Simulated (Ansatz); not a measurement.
# FH2ISn: small, medium and large basis sets

One table from this session's results is given with a row withheld; the runs are named, their logs left out.

Computed with Ansatz 0.2.0, Gaussian basis. Level: one geometry, several basis sets.

Levels to be run: PBE0-D4/def2-SVP; ωB97M-V/def2-SVP; PBE0-D4/def2-QZVPP; ωB97M-V/def2-QZVPP; the functionals' def2-TZVPP values are taken from earlier runs.

## The geometry

An earlier PBE0-D4 in a triple-zeta def2 set relaxation fixed the geometry. Sn, I take the def2 core potential; no spin-orbit term is included.

SMILES `[F][SnH2][I]`, 5 atoms, charge 0, spin multiplicity 1.

Atoms are counted from 1 here; the program's logs count them from 0.

Bond lengths: F1–Sn2 1.918 Å, Sn2–I3 2.658 Å, Sn2–H4 1.697 Å, Sn2–H5 1.697 Å. Angles: F1–Sn2–I3 105.7°, F1–Sn2–H4 105.3°, F1–Sn2–H5 105.3°, I3–Sn2–H4 110.5°, I3–Sn2–H5 110.5°, H4–Sn2–H5 118.5°.

Coordinates:

```
F    -0.96374    0.03248    1.58715
Sn   -0.10447    0.13748   -0.12393
I     1.90562   -1.59871   -0.02885
H    -1.27429   -0.36966   -1.24430
H     0.48688    1.72482   -0.23137
```

The first run:

The input, in.yaml:

```yaml
crystal:
  periodic: [false, false, false]
  atoms:
    - {symbol: F, position_ang: [-0.963742, 0.032477, 1.587150]}
    - {symbol: Sn, position_ang: [-0.104466, 0.137475, -0.123933]}
    - {symbol: I, position_ang: [1.905615, -1.598712, -0.028846]}
    - {symbol: H, position_ang: [-1.274286, -0.369659, -1.244305]}
    - {symbol: H, position_ang: [0.486879, 1.724820, -0.231366]}
basis:
  gaussian: {orbitals: def2-SVP}
hamiltonian: {xc: pbe0, dispersion: d4}
output: {orbitals: {seedname: orbitals}}
```

Steps of the session up to this table: PBE0-D4 in def2-SVP; ωB97M-V in def2-SVP; PBE0-D4 in def2-QZVPP; ωB97M-V in def2-QZVPP.

One of the session's tables, all rows but one given; the rest of the session is left out.

It belongs to the step «Density functionals: the series». 

```
functional       basis  HOMO (eV)  LUMO (eV)
   PBE0-D4    def2-SVP      -7.86      -1.55
   PBE0-D4  def2-TZVPP      -7.94      -1.69
   PBE0-D4  def2-QZVPP      -7.95      -1.72
   ωB97M-V    def2-SVP      -9.95       0.41
   ωB97M-V  def2-TZVPP          ?          ?
   ωB97M-V  def2-QZVPP     -10.07       0.03
```

Q: Estimate the row for ωB97M-V, def2-TZVPP from the others.

As computed: HOMO (eV): -10.06; LUMO (eV): 0.15. In the column «HOMO (eV)» it lies between ωB97M-V, def2-QZVPP (-10.07) and ωB97M-V, def2-SVP (-9.95).
